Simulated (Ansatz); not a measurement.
**CH5GaO2S: one species, many methods**

An exercise on one series of results from a longer session: the logs are not shown, and one member is left open.

The runs use Ansatz 0.2.0, Gaussian basis; functionals in def2-TZVPP, the program's frozen cores in correlated methods.

The runs, in order: LDA (SPW92), PBE-D4, revPBE-D4, BLYP-D4, r2SCAN-D4, B97M-V, PBE0-D4, B3LYP-D4, r2SCANh-D4, r2SCAN0-D4, HSE06-D4, BHLYP-D4, CAM-B3LYP-D4, LC-ωPBE, ωB97X-V, ωB97M-V, B2PLYP, PBE-QIDH; CCSD(T)/def2-SVP; CCSD(T)/def2-TZVPP; MP2/def2-QZVPP; extrapolation to the limit; RPA on PBE.

## The geometry

All runs share one geometry, relaxed beforehand with PBE0-D4 in a triple-zeta def2 set.

SMILES `C[O][Ga]([OH])[SH]`, 10 atoms, charge 0, spin multiplicity 1.

Atoms are counted from 1 here; the program's logs count them from 0.

Bond lengths: C1–O2 1.405 Å, C1–H6 1.094 Å, C1–H7 1.097 Å, C1–H8 1.099 Å, O2–Ga3 1.781 Å, Ga3–O4 1.780 Å, Ga3–S5 2.175 Å, O4–H9 0.960 Å, S5–H10 1.345 Å. Angles: O2–C1–H6 108.5°, O2–C1–H7 111.8°, O2–C1–H8 113.0°, H6–C1–H7 107.8°, H6–C1–H8 107.4°, H7–C1–H8 108.1°, C1–O2–Ga3 122.8°, O2–Ga3–O4 121.4°, O2–Ga3–S5 118.6°, O4–Ga3–S5 119.9°, Ga3–O4–H9 113.9°, Ga3–S5–H10 91.5°.

Coordinates:

```xyz
10

C    -0.63500   -1.48325   -0.33607
O     0.05193   -0.35618   -0.81870
Ga    0.45354    1.04255    0.20796
O    -0.03221    1.10778    1.91877
S     1.54768    2.70269   -0.67368
H    -1.02564   -2.04395   -1.19019
H     0.02521   -2.15177    0.23058
H    -1.48909   -1.22434    0.30467
H    -0.48985    0.32140    2.22391
H     1.59344    2.08507   -1.86724
```

The first run:

Contents of in.yaml:

```yaml
crystal:
  periodic: [false, false, false]
  atoms:
    - {symbol: C, position_ang: [-0.634997, -1.483254, -0.336066]}
    - {symbol: O, position_ang: [0.051929, -0.356178, -0.818704]}
    - {symbol: Ga, position_ang: [0.453542, 1.042553, 0.207961]}
    - {symbol: O, position_ang: [-0.032212, 1.107779, 1.918768]}
    - {symbol: S, position_ang: [1.547678, 2.702693, -0.673680]}
    - {symbol: H, position_ang: [-1.025645, -2.043946, -1.190190]}
    - {symbol: H, position_ang: [0.025212, -2.151774, 0.230575]}
    - {symbol: H, position_ang: [-1.489086, -1.224339, 0.304669]}
    - {symbol: H, position_ang: [-0.489855, 0.321402, 2.223907]}
    - {symbol: H, position_ang: [1.593443, 2.085075, -1.867240]}
basis:
  gaussian: {orbitals: def2-TZVPP}
hamiltonian: {xc: lda}
output: {orbitals: {seedname: orbitals}}
```

Run with:

```sh
$ ansatz run in.yaml --threads 4 --pin off --events-out ev --progress --plain --max-ram 10444MiB
```

Among the steps run: LDA; PBE-D4 (GGA); revPBE-D4 (GGA); BLYP-D4 (GGA); r2SCAN-D4 (meta-GGA); B97M-V (meta-GGA); PBE0-D4 (hybrid); B3LYP-D4 (hybrid); r2SCANh-D4 (hybrid); r2SCAN0-D4 (hybrid); HSE06-D4 (hybrid); BHLYP-D4 (hybrid); CAM-B3LYP-D4 (range-separated); LC-ωPBE (range-separated); ωB97X-V (range-separated); ωB97M-V (range-separated); B2PLYP (double hybrid); PBE-QIDH (double hybrid).

One table of the session follows, with a row left open; its other results are not shown here.

It belongs to the step «Orbital energies across the functionals». 

```
  functional  HOMO (eV)  gap (eV)
 LDA (SPW92)      -6.52      4.49
      PBE-D4      -6.37      4.63
   revPBE-D4      -6.31      4.71
     BLYP-D4      -6.23      4.52
   r2SCAN-D4          ?         ?
      B97M-V      -6.76      5.20
     PBE0-D4      -7.73      6.92
    B3LYP-D4      -7.47      6.33
  r2SCANh-D4      -7.20      6.11
  r2SCAN0-D4      -7.93      7.33
    HSE06-D4      -7.32      6.15
    BHLYP-D4      -8.86      8.89
CAM-B3LYP-D4      -9.06      9.17
     LC-ωPBE     -10.46     11.92
     ωB97X-V     -10.10     11.34
     ωB97M-V      -9.95     10.93
```

**Question.** Estimate the row for r2SCAN-D4.

Worked estimate for «HOMO (eV)». Against the share of exact exchange, r2SCANh-D4 (0.1, -7.20), r2SCAN0-D4 (0.25, -7.93) give a slope of -4.87 per unit share; at 0 the line stands at -6.71.

**Answer.** HOMO (eV): -6.69; gap (eV): 5.28. In «HOMO (eV)» the line misses by -0.02.
